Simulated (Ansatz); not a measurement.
# AlH6NSi2: a ladder of functionals and wavefunction methods

The task here is to estimate one member of a computed series from the others.

Method: functionals in def2-TZVPP, the program's frozen cores in correlated methods; program: Ansatz 0.2.0, Gaussian basis.

Levels to be run: LDA (SPW92), PBE-D4, revPBE-D4, BLYP-D4, r2SCAN-D4, B97M-V, PBE0-D4, B3LYP-D4, r2SCANh-D4, r2SCAN0-D4, HSE06-D4, BHLYP-D4, CAM-B3LYP-D4, LC-ωPBE, ωB97X-V, ωB97M-V, B2PLYP, PBE-QIDH; CCSD(T)/def2-SVP; MP2/def2-TZVPP; MP2/def2-QZVPP; RPA on PBE.

1 further run of the same task is left out (it didn't finish).

### The relaxed structure

An earlier PBE0-D4 in a triple-zeta def2 set relaxation fixed the geometry.

10 atoms, charge 0, spin multiplicity 1.

Atoms are counted from 1 here; the program's logs count them from 0.

Bond lengths: Si1–Si2 2.340 Å, Si1–H5 1.490 Å, Si1–H6 1.489 Å, Si1–H7 1.492 Å, Si2–N3 1.772 Å, Si2–Al4 2.306 Å, Si2–H8 1.497 Å, N3–Al4 1.770 Å, N3–H9 1.008 Å, Al4–H10 1.578 Å. Angles: Si2–Si1–H5 110.3°, Si2–Si1–H6 110.0°, Si2–Si1–H7 112.4°, H5–Si1–H6 108.4°, H5–Si1–H7 107.8°, H6–Si1–H7 107.8°, Si1–Si2–N3 116.3°, Si1–Si2–Al4 126.3°, Si1–Si2–H8 108.4°, N3–Si2–Al4 49.3°, N3–Si2–H8 115.2°, Al4–Si2–H8 124.7°, Si2–N3–Al4 81.3°, Si2–N3–H9 129.8°, Al4–N3–H9 149.0°, Si2–Al4–N3 49.4°, Si2–Al4–H10 174.3°, N3–Al4–H10 136.3°.

The first run:

Contents of in.yaml:

```yaml
crystal:
  periodic: [false, false, false]
  atoms:
    - {symbol: Si, position_ang: [-1.641500, 0.624549, -0.729131]}
    - {symbol: Si, position_ang: [0.241479, -0.704055, -0.325359]}
    - {symbol: N, position_ang: [0.992032, -0.537846, 1.271081]}
    - {symbol: Al, position_ang: [2.336632, 0.046910, 0.279704]}
    - {symbol: H, position_ang: [-2.022770, 0.557676, -2.168023]}
    - {symbol: H, position_ang: [-1.345995, 2.043790, -0.387243]}
    - {symbol: H, position_ang: [-2.822242, 0.196908, 0.076535]}
    - {symbol: H, position_ang: [-0.073265, -2.108003, -0.738987]}
    - {symbol: H, position_ang: [0.617901, -0.745019, 2.184110]}
    - {symbol: H, position_ang: [3.800825, 0.573889, 0.540413]}
basis:
  gaussian: {orbitals: def2-TZVPP}
hamiltonian: {xc: lda}
output: {orbitals: {seedname: orbitals}}
```

Launch:

```console
ansatz run in.yaml --threads 2 --pin off --events-out ev --progress --plain --max-ram 4352MiB
```

Among the steps run: LDA; PBE-D4 (GGA); revPBE-D4 (GGA); BLYP-D4 (GGA); r2SCAN-D4 (meta-GGA); B97M-V (meta-GGA); B3LYP-D4 (hybrid); r2SCANh-D4 (hybrid); r2SCAN0-D4 (hybrid); HSE06-D4 (hybrid); BHLYP-D4 (hybrid); CAM-B3LYP-D4 (range-separated); LC-ωPBE (range-separated); ωB97X-V (range-separated); ωB97M-V (range-separated); B2PLYP (double hybrid); PBE-QIDH (double hybrid).

One table of the session follows, with a row left open; its other results are not shown here.

It belongs to the step «Frontier levels by functional». 

| functional | HOMO (eV) | gap (eV) |
| --- | --- | --- |
| LDA (SPW92) | -5.59 | 3.43 |
| PBE-D4 | -5.50 | 3.53 |
| revPBE-D4 | -5.46 | 3.57 |
| BLYP-D4 | -5.34 | 3.52 |
| r2SCAN-D4 | -5.68 | 3.95 |
| B97M-V | -5.75 | 3.86 |
| PBE0-D4 | -6.44 | 5.22 |
| B3LYP-D4 | -6.25 | 4.87 |
| r2SCANh-D4 | -6.02 | 4.56 |
| r2SCAN0-D4 | ? | ? |
| HSE06-D4 | -6.05 | 4.47 |
| BHLYP-D4 | -7.26 | 6.87 |
| CAM-B3LYP-D4 | -7.60 | 7.38 |
| LC-ωPBE | -8.83 | 9.62 |
| ωB97X-V | -8.55 | 9.25 |
| ωB97M-V | -8.33 | 8.76 |

Q: Estimate the row for r2SCAN0-D4 from the others.

Worked estimate for «HOMO (eV)». Against the share of exact exchange, r2SCAN-D4 (0, -5.68), r2SCANh-D4 (0.1, -6.02) give a slope of -3.40 per unit share; at 0.25 the line stands at -6.53.

**Answer.** HOMO (eV): -6.55; gap (eV): 5.47. In «HOMO (eV)» the line misses by +0.02.
